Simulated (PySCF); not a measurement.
# F4HOTi: the cost of one run

Programs: PySCF 2.14.0. All values are calculated, for the isolated system unless a continuum is named. Atoms count from 0, parts from 1.

## Step 1: The system as given

7 atoms, charge -1, multiplicity 1; geometry: GFN2-xTB. Parts: 1 = atoms 0–4, `[F][Ti]([F])([F])[F]`, charge 0; 2 = atoms 5–6, `[OH-]`, charge -1.

## Step 2: Optimising the geometry at PBE0-D3(BJ)/def2-SVP

What the job is given:

```
{"job": {"xc": "PBE0", "basis": "def2-SVP", "d3": "d3bj", "grid": 2, "kind": "geom"}, "charge": -1, "multiplicity": 1, "parts": [{"atoms": "0-4", "charge": 0, "multiplicity": 1}, {"atoms": "5-6", "charge": -1, "multiplicity": 1}]}
F      0.460668    -1.342322     1.080008
Ti    -0.014875    -0.387459    -0.333476
F     -1.742716    -0.162783    -0.663264
F     -0.011108     1.092061     0.692890
F      1.156191     0.437663    -1.410561
O      0.092534    -1.814881    -1.385135
H      0.380176    -1.808605    -2.299225
```

Run with:

```console
> OMP_NUM_THREADS=1 python cluster_run.py task.json out
```

This one command runs all jobs of the session in turn.

**Question.** How long does this first job take on 1 thread of Arm Neoverse V2, shared host, and how much memory does it need?

About 53 s, with a peak of 0.55 GiB.
